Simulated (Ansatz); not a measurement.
# MoO₃: small, medium and large basis sets

One table from this session's results is given with a row withheld; the runs are named, their logs left out.

Program: Ansatz 0.2.0, Gaussian basis. Level of theory: one geometry, several basis sets. These are calculated values, not measurements.

The runs, in order: PBE0-D4/def2-SVP; ωB97M-V/def2-SVP; PBE0-D4/def2-QZVPP; ωB97M-V/def2-QZVPP; the functionals' def2-TZVPP values are taken from earlier runs.

### Structure used throughout

The geometry comes from an earlier relaxation with PBE0-D4 in a triple-zeta def2 set; it is a stationary point. Mo takes the def2 core potential; no spin-orbit term is included.

SMILES `[O]=[Mo](=[O])=[O]`, 4 atoms, charge 0, spin multiplicity 1.

Atoms are counted from 1 here; the program's logs count them from 0.

Bond lengths: O1–Mo2 1.692 Å, Mo2–O3 1.692 Å, Mo2–O4 1.692 Å. Angles: O1–Mo2–O3 110.3°, O1–Mo2–O4 110.3°, O3–Mo2–O4 110.3°.

Set-up of the first run:

in.yaml

```yaml
crystal:
  periodic: [false, false, false]
  atoms:
    - {symbol: O, position_ang: [-0.967994, -0.149820, 1.262545]}
    - {symbol: Mo, position_ang: [-0.138122, -0.336522, -0.200259]}
    - {symbol: O, position_ang: [1.506961, -0.607586, 0.088830]}
    - {symbol: O, position_ang: [-0.345245, 1.033627, -1.171416]}
basis:
  gaussian: {orbitals: def2-SVP}
hamiltonian: {xc: pbe0, dispersion: d4}
output: {orbitals: {seedname: orbitals}}
```

Among the steps run: PBE0-D4 in def2-SVP; ωB97M-V in def2-SVP; PBE0-D4 in def2-QZVPP; ωB97M-V in def2-QZVPP.

One table of the session follows, with a row left open; its other results are not shown here.

It belongs to the step «Functionals by basis». 

| functional | basis | HOMO (eV) | LUMO (eV) |
| --- | --- | --- | --- |
| PBE0-D4 | def2-SVP | -9.03 | -4.71 |
| PBE0-D4 | def2-TZVPP | -9.07 | -4.69 |
| PBE0-D4 | def2-QZVPP | -9.11 | -4.71 |
| ωB97M-V | def2-SVP | -11.36 | -2.95 |
| ωB97M-V | def2-TZVPP | -11.41 | -2.94 |
| ωB97M-V | def2-QZVPP | ? | ? |

**Question.** Estimate the row for ωB97M-V, def2-QZVPP.

As computed: HOMO (eV): -11.45; LUMO (eV): -2.97. In the column «HOMO (eV)» it is the lowest.
